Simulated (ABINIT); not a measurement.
ZrWN2, 4 atoms in the cell. It takes space group R-3m (No. 166, trigonal). The conventional cell has a = 3.181 Å, b = 3.181 Å, c = 15.157 Å, α = 90.00°, β = 90.00°, γ = 120.00°. Around Zr (site symmetry -3m) lie 6 N at 2.26 Å. W (site symmetry -3m) is surrounded by 6 N at 2.20 Å. N (site symmetry 3m) has 3 W at 2.20 Å and 3 Zr at 2.26 Å as nearest neighbours. The cell was built by a generator and needn't be a form met in nature.

* Program: ABINIT 10.8.3 (patched build)
* Task: single point
* Functional: LDA-Teter
* Potentials or basis: PseudoDojo NC SR LDA v0.4.1 standard
* Cutoff: 1314 eV
* k mesh: 8 × 8 × 8
* Occupations: fermi-dirac, width 0.05 eV
* Spin: no spin polarisation

Potentials or basis: PseudoDojo NC SR LDA v0.4.1 standard.

Launch:

```sh
$ abinit run.abi > log 2>&1
```

Hardware: 1 thread of Intel(R) Xeon(R) 6975P-C (Granite Rapids), on a shared host.

Problem. Estimate the wall time of this run.

Solution. Wall time 7.9 min on 1 thread of Intel(R) Xeon(R) 6975P-C (Granite Rapids), on a shared host, peak memory 0.22 GiB. Counts: scf iterations 16, mpi ranks 1, k points 65, bands 22, plane waves 4814.
